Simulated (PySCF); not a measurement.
# GaH2(CCH): NMR shifts, electronic excitations, spin-spin couplings and core binding energies at several levels of theory, part 2 of 2

PySCF 2.14.0. Atoms count from 0. The steps go on from the part before.

## (5) Indirect couplings: PBE/pcSseg-1+pcJ-1

What the job is given:

```
{"job": {"kind": "j", "xc": "PBE", "basis": "pcJ-1"}, "charge": 0, "multiplicity": 1}
Ga     0.649136     1.125288     0.007924
H      2.210539     1.073953     0.053349
H     -0.172870     2.454083    -0.027124
C     -0.310439    -0.535091    -0.003446
C     -0.919463    -1.592986    -0.011820
H     -1.456902    -2.525247    -0.018893
```

With the program's defaults for keys left out, this is: PBE/pcJ-1 Ga:pcSseg-1 indirect spin-spin coupling, non-relativistic, gas phase.

Standard output:

```text
coarse grid: 25192 points
cycle   1  E = -2002.0169240122  dE = -3.331e-01  |g| = 1.388e+00  |ddm| = 2.477e+00
cycle   2  E = -2001.5184732213  dE =  4.985e-01  |g| = 2.137e+00  |ddm| = 2.097e+00
cycle   3  E = -2002.1549030718  dE = -6.364e-01  |g| = 3.389e-01  |ddm| = 1.731e+00
cycle   4  E = -2002.1717124388  dE = -1.681e-02  |g| = 3.037e-01  |ddm| = 4.955e-01
cycle   5  E = -2002.1913505306  dE = -1.964e-02  |g| = 1.241e-01  |ddm| = 2.410e-01
cycle   6  E = -2002.1952781204  dE = -3.928e-03  |g| = 1.967e-02  |ddm| = 1.012e-01
cycle   7  E = -2002.1953794501  dE = -1.013e-04  |g| = 1.535e-03  |ddm| = 2.135e-02
cycle   8  E = -2002.1953799811  dE = -5.311e-07  |g| = 3.327e-04  |ddm| = 1.535e-03
final grid: 51824 points
cycle   9  E = -2002.1954102266  dE =  1.866e-07  |g| = 9.374e-04  |ddm| = 1.244e-03
cycle  10  E = -2002.1954077605  dE =  2.466e-06  |g| = 3.226e-03  |ddm| = 2.589e-03
cycle  11  E = -2002.1954104490  dE = -2.689e-06  |g| = 2.269e-04  |ddm| = 1.930e-03
cycle  12  E = -2002.1954104576  dE = -8.596e-09  |g| = 3.699e-05  |ddm| = 1.792e-04
cycle  13  E = -2002.1954104579  dE = -3.065e-10  |g| = 1.371e-06  |ddm| = 4.065e-05
converged SCF energy = -2002.1954104579

Indirect spin-spin couplings (Hz)
  i      j    bonds     total        FC       PSO       DSO        SD
  1 H    2 H    2     45.227    49.895     1.465    -6.182     0.049
  1 H    3 C    2     26.397    27.143     0.005    -0.777     0.026
  1 H    4 C    3      5.850     5.894     0.447    -0.520     0.028
  1 H    5 H    4     -0.678    -0.072     0.932    -1.558     0.019
  2 H    3 C    2     26.426    27.174     0.006    -0.779     0.026
  2 H    4 C    3      5.886     5.931     0.449    -0.521     0.027
  2 H    5 H    4     -0.666    -0.057     0.933    -1.561     0.019
  3 C    4 C    1    142.684   127.838     4.406     0.125    10.315
  3 C    5 H    2     41.287    36.710     4.853    -1.035     0.759
  4 C    5 H    1    238.124   237.964    -0.966     0.388     0.737
```

Wall time 5.7 s (1 thread, shared host).

A choice of the couplings up to four bonds, sorted by the number of bonds, with means over like pairs; isotopes 13C, 1H:

| pair | bonds | J (Hz) | Fermi contact (Hz) |
| --- | --- | --- | --- |
| C4–H5 | 1 | 238.1 | 238.0 |
| C3–C4 | 1 | 142.7 | 127.8 |
| H1–H2 | 2 | 45.2 | 49.9 |
| C3–H5 | 2 | 41.3 | 36.7 |
| H1–C3 | 2 | 26.4 | 27.2 |
| H1–C4 | 3 | 5.9 | 5.9 |

The response was solved for the nuclei of C, H alone, so couplings that need other nuclei can be missing.

Quadrupole couplings from the field gradients of the same density:

| atom | isotope | eQq/h (MHz) | η |
| --- | --- | --- | --- |
| Ga0 | 69Ga | 158.6 | 0.17 |

## (6) Nuclear shieldings: B3LYP/pcSseg-2+pcSseg-1

Same as in step 5 but for these lines:

```diff
@@ -1,2 +1,2 @@
-{"job": {"kind": "j", "xc": "PBE", "basis": "pcJ-1"}, "charge": 0, "multiplicity": 1}
+{"job": {"kind": "nmr", "xc": "B3LYP", "basis": {"default": "pcSseg-1", "Ga": "pcSseg-2"}, "pop": false}, "charge": 0, "multiplicity": 1}
 Ga     0.649136     1.125288     0.007924
```

Level: GIAO B3LYP/pcSseg-1 Ga:pcSseg-2 NMR shielding, non-relativistic, gas phase.

Standard output:

```text
coarse grid: 25192 points
cycle   1  E = -2002.7675859788  dE = -3.821e-01  |g| = 1.238e+00  |ddm| = 2.302e+00
cycle   2  E = -2002.6270813431  dE =  1.405e-01  |g| = 1.761e+00  |ddm| = 1.184e+00
cycle   3  E = -2002.8780911766  dE = -2.510e-01  |g| = 9.112e-02  |ddm| = 6.503e-01
cycle   4  E = -2002.8787474427  dE = -6.563e-04  |g| = 1.663e-02  |ddm| = 4.879e-02
cycle   5  E = -2002.8787717812  dE = -2.434e-05  |g| = 1.315e-02  |ddm| = 1.912e-02
cycle   6  E = -2002.8788114970  dE = -3.972e-05  |g| = 3.932e-03  |ddm| = 1.140e-02
cycle   7  E = -2002.8788156247  dE = -4.128e-06  |g| = 7.638e-04  |ddm| = 3.323e-03
final grid: 51824 points
cycle   8  E = -2002.8788484605  dE =  2.670e-07  |g| = 1.265e-03  |ddm| = 1.782e-03
cycle   9  E = -2002.8788468417  dE =  1.619e-06  |g| = 2.778e-03  |ddm| = 2.935e-03
cycle  10  E = -2002.8788488684  dE = -2.027e-06  |g| = 4.228e-04  |ddm| = 2.051e-03
cycle  11  E = -2002.8788489135  dE = -4.512e-08  |g| = 1.181e-05  |ddm| = 3.138e-04
cycle  12  E = -2002.8788489136  dE = -4.275e-11  |g| = 2.700e-06  |ddm| = 1.318e-05
converged SCF energy = -2002.8788489136

GIAO shielding tensors (ppm)
atom      isotropic    diamagn.    paramagn.     s11        s22        s33       span
  0 Ga    1227.345    2639.778   -1412.433    993.397   1248.527   1440.112    446.715
  1 H       25.537      27.200      -1.663     20.272     21.278     35.062     14.790
  2 H       25.538      27.198      -1.660     20.270     21.281     35.063     14.793
  3 C       79.366     251.816    -172.450    -29.908    -17.051    285.058    314.966
  4 C       66.799     260.984    -194.185     -8.976     -6.278    215.650    224.626
  5 H       28.461      32.291      -3.830     24.236     24.647     36.500     12.264
```

Wall time 3.2 s (1 thread, shared host).

Key values: δ C4 112.4, C3 99.9, Ga0 572, H1 5.85, H5 2.92 ppm (means over like atoms).

## (7) NMR shieldings: PBE/pcSseg-2+pcSseg-1

What the job is given:

```
{"job": {"kind": "nmr", "xc": "PBE", "basis": {"default": "pcSseg-1", "Ga": "pcSseg-2"}, "pop": false}, "charge": 0, "multiplicity": 1}
Ga     0.649136     1.125288     0.007924
H      2.210539     1.073953     0.053349
H     -0.172870     2.454083    -0.027124
C     -0.310439    -0.535091    -0.003446
C     -0.919463    -1.592986    -0.011820
H     -1.456902    -2.525247    -0.018893
```

Method: GIAO PBE/pcSseg-1 Ga:pcSseg-2 NMR shielding, non-relativistic, gas phase.

Standard output:

```text
coarse grid: 25192 points
cycle   1  E = -2002.2511025603  dE = -3.346e-01  |g| = 1.530e+00  |ddm| = 2.382e+00
cycle   2  E = -2001.7110689270  dE =  5.400e-01  |g| = 2.616e+00  |ddm| = 1.621e+00
cycle   3  E = -2002.3976515706  dE = -6.866e-01  |g| = 2.786e-01  |ddm| = 1.303e+00
cycle   4  E = -2002.3897738189  dE =  7.878e-03  |g| = 3.538e-01  |ddm| = 5.153e-01
cycle   5  E = -2002.4215970692  dE = -3.182e-02  |g| = 9.468e-02  |ddm| = 2.695e-01
cycle   6  E = -2002.4241229368  dE = -2.526e-03  |g| = 1.698e-02  |ddm| = 9.017e-02
cycle   7  E = -2002.4241823588  dE = -5.942e-05  |g| = 2.130e-03  |ddm| = 1.675e-02
cycle   8  E = -2002.4241835318  dE = -1.173e-06  |g| = 4.811e-04  |ddm| = 2.510e-03
final grid: 51824 points
cycle   9  E = -2002.4242302490  dE =  2.399e-07  |g| = 1.256e-03  |ddm| = 1.440e-03
cycle  10  E = -2002.4242272790  dE =  2.970e-06  |g| = 3.842e-03  |ddm| = 3.181e-03
cycle  11  E = -2002.4242304994  dE = -3.220e-06  |g| = 5.755e-04  |ddm| = 2.558e-03
cycle  12  E = -2002.4242305535  dE = -5.411e-08  |g| = 5.509e-05  |ddm| = 2.995e-04
cycle  13  E = -2002.4242305545  dE = -1.045e-09  |g| = 2.011e-06  |ddm| = 7.273e-05
cycle  14  E = -2002.4242305545  dE =  1.364e-12  |g| = 8.971e-07  |ddm| = 3.453e-06
converged SCF energy = -2002.4242305545

GIAO shielding tensors (ppm)
atom      isotropic    diamagn.    paramagn.     s11        s22        s33       span
  0 Ga    1177.403    2640.146   -1462.743    929.197   1191.070   1411.943    482.747
  1 H       25.069      26.935      -1.866     19.704     20.991     34.511     14.807
  2 H       25.070      26.933      -1.863     19.702     20.995     34.512     14.810
  3 C       78.984     251.051    -172.066    -28.611    -12.846    278.410    307.021
  4 C       68.883     259.725    -190.842     -4.751     -0.304    211.704    216.455
  5 H       28.207      32.493      -4.286     24.052     24.542     36.029     11.977
```

Run time: 5.6 s. Hardware: 1 thread, shared host.

In short: δ C4 111.1, C3 101.0, Ga0 570, H1 6.13, H5 2.99 ppm (means over like atoms).

## (8) Core holes by ΔSCF: SCAN, X2C

What the job is given:

```
{"job": {"kind": "xps", "metal_2p": true}, "charge": 0, "multiplicity": 1}
Ga     0.649136     1.125288     0.007924
H      2.210539     1.073953     0.053349
H     -0.172870     2.454083    -0.027124
C     -0.310439    -0.535091    -0.003446
C     -0.919463    -1.592986    -0.011820
H     -1.456902    -2.525247    -0.018893
```

Method: delta-SCF UKS SCAN, pcX-2 on the ionised atom (unc-x2c-TZVPall on a metal), pcseg-1 elsewhere, spin-free X2C.

Standard output:

```text
ground state, core basis on atom 3 (C), 101 functions
  cycle   1  E = -2017.56721223  |g| = 4.55e-01
  cycle   2  E = -2017.48947132  |g| = 6.59e-01
  cycle   3  E = -2017.62163974  |g| = 6.49e-02
  cycle   4  E = -2017.62303241  |g| = 2.59e-02
  cycle   5  E = -2017.62299806  |g| = 2.77e-02
  cycle   6  E = -2017.62322294  |g| = 2.63e-03
  cycle   7  E = -2017.62322109  |g| = 6.84e-04
  cycle   8  E = -2017.62322219  |g| = 7.59e-05
  E(ground) = -2017.88123080 Eh
hole in C 1s of atom 3
  cycle   1  E = -2006.38167614  |g| = 1.50e+00
  cycle   2  E = -2005.27049791  |g| = 2.00e+00
  cycle   3  E = -2006.64271465  |g| = 8.25e-01
  cycle   4  E = -2006.87612184  |g| = 3.75e-01
  cycle   5  E = -2006.95482848  |g| = 7.68e-02
  cycle   6  E = -2006.95937068  |g| = 1.73e-02
  cycle   7  E = -2006.96002538  |g| = 1.09e-02
  cycle   8  E = -2006.96042937  |g| = 7.11e-03
  cycle   9  E = -2006.96062617  |g| = 3.51e-03
  cycle  10  E = -2006.96064351  |g| = 1.38e-03
  cycle  11  E = -2006.96064780  |g| = 4.81e-04
  E(ion) = -2007.21776609 Eh   <S^2> = 0.8696   hole on atom = 1.000   binding energy = 290.168 eV
ground state, core basis on atom 4 (C), 101 functions
  cycle   1  E = -2017.62150623  |g| = 6.24e-02
  cycle   2  E = -2017.61982950  |g| = 8.38e-02
  cycle   3  E = -2017.62097242  |g| = 5.23e-02
  cycle   4  E = -2017.62172657  |g| = 1.43e-03
  cycle   5  E = -2017.62172782  |g| = 3.78e-04
  E(ground) = -2017.88032604 Eh
hole in C 1s of atom 4
  cycle   1  E = -2006.36863880  |g| = 1.50e+00
  cycle   2  E = -2004.84830118  |g| = 2.04e+00
  cycle   3  E = -2006.76614723  |g| = 5.53e-01
  cycle   4  E = -2006.87799723  |g| = 3.77e-01
  cycle   5  E = -2006.92161074  |g| = 1.99e-01
  cycle   6  E = -2006.94675527  |g| = 2.25e-02
  cycle   7  E = -2006.94742527  |g| = 1.08e-02
  cycle   8  E = -2006.94775847  |g| = 7.45e-03
  cycle   9  E = -2006.94793888  |g| = 4.19e-03
  cycle  10  E = -2006.94798060  |g| = 1.45e-03
  cycle  11  E = -2006.94798606  |g| = 4.48e-04
  E(ion) = -2007.20557303 Eh   <S^2> = 0.8621   hole on atom = 1.000   binding energy = 290.475 eV
```

It took 2.9 s on 1 thread, shared host.

Binding energies by hole, beside the orbital energy of the ground state; the difference holds orbital relaxation and, for a density functional, its self-interaction error:

| hole | stands for | environment | ΔSCF (eV) | −ε (eV) | ⟨S²⟩ |
| --- | --- | --- | --- | --- | --- |
| C1s on C3 | C3 | carbon bonded to C, Ga | 290.17 (doubtful) | 273.5 | 0.870 |
| C1s on C4 | C4 | carbon bonded to C, H | 290.47 (doubtful) | 273.8 | 0.862 |

Doubtful: the ion did not converge, its hole moved, or its ⟨S²⟩ is well above 0.75.

## (9) Comparing the runs: NMR shifts

Shifts (ppm), means over like atoms, with basis size and wall time:

| run | C4 | C3 | H1 | H5 | Ga0 | functions | time |
| --- | --- | --- | --- | --- | --- | --- | --- |
| PBE0/pcSseg-2+pcSseg-1 | 114.1 | 99.0 | 5.80 | 2.94 | 552 | 112 | 6.3 s |
| B3LYP/pcSseg-2+pcSseg-1 | 112.4 | 99.9 | 5.85 | 2.92 | 572 | 112 | 3.2 s |
| PBE/pcSseg-2+pcSseg-1 | 111.1 | 101.0 | 6.13 | 2.99 | 570 | 112 | 5.6 s |

## (10) Results

This closing draws on all 2 parts.

| quantity | value |
| --- | --- |
| point group | C2v |
| rotational constants (main isotopes) | 132.10, 3.63, 3.53 GHz |
| 13C shifts against TMS (PBE0/pcSseg-2+pcSseg-1) | 114.1, 99.0 ppm |
| 1H shifts against TMS (PBE0/pcSseg-2+pcSseg-1, means over atoms taken as alike) | 5.80, 2.94 ppm |
| 71Ga shifts against [Ga(H2O)6]3+ (PBE0/pcSseg-2+pcSseg-1) | 552 ppm |
| surface potential, 1st and 99th percentile | -0.86 V and 2.89 V |
| lowest singlet (CAM-B3LYP/def2-SVPD) | 4.53 eV (274 nm), f = 0.000 |
| brightest single state of those computed | state 6, 7.41 eV, f = 0.225 |
| lowest triplet | 4.25 eV |
| vertical ionisation energy (ΔSCF) | 10.29 eV |
| vertical electron affinity (ΔSCF) | 0.27 eV |
| largest coupling of the table (PBE/pcSseg-1+pcJ-1) | 1J(C,H) C4–H5, 238.1 Hz |
| range of the shift of Ga0 | 552 to 572 ppm |

What this shows: Single values in the summary come from the first run of each kind that ended normally (PBE0/pcSseg-2+pcSseg-1; CAM-B3LYP/def2-SVPD; PBE/pcSseg-1+pcJ-1; SCAN/pcX-2), which need not be the best level. Over 3 steps the energy fell by 0.032 eV; of the close pairs, Ga0–C3 changed most, 1.954 to 1.918 Å. At PBE0/pcSseg-2+pcSseg-1: The widest tensor belongs to Ga0: span 422 ppm, with a paramagnetic part of -1375 ppm. By nearest atom (PBE0/pcSseg-2+pcSseg-1), the HOMO sits on C3, C4 about 36 % each; H1, H2 about 11 % each and the LUMO on Ga0 48 %; H1, H2 about 14 % each. The lowest singlet, at 4.53 eV, is HOMO→LUMO 0.94 and is dark; of the 15 states computed, the strongest absorption comes from state 6 at 7.41 eV (the last state computed is bright too, and its partners may lie past the list). The lowest triplet lies 0.27 eV below the lowest singlet (triplets in Tamm-Dancoff, singlets in full TDDFT). The orbital energy would give 9.27 eV for ionisation, ΔSCF gives 10.29 eV. In the run at PBE/pcSseg-1+pcJ-1, the largest coupling of the table is C4–H5, 238.1 Hz, of which the Fermi-contact term gives 238.0 Hz. In ppm, Ga0 moves most: its shift spreads over 20 ppm, from 552 (PBE0/pcSseg-2+pcSseg-1) to 572 (B3LYP/pcSseg-2+pcSseg-1). Spin-orbit coupling is left out, which matters for shieldings and couplings at and beside the heavy atoms.
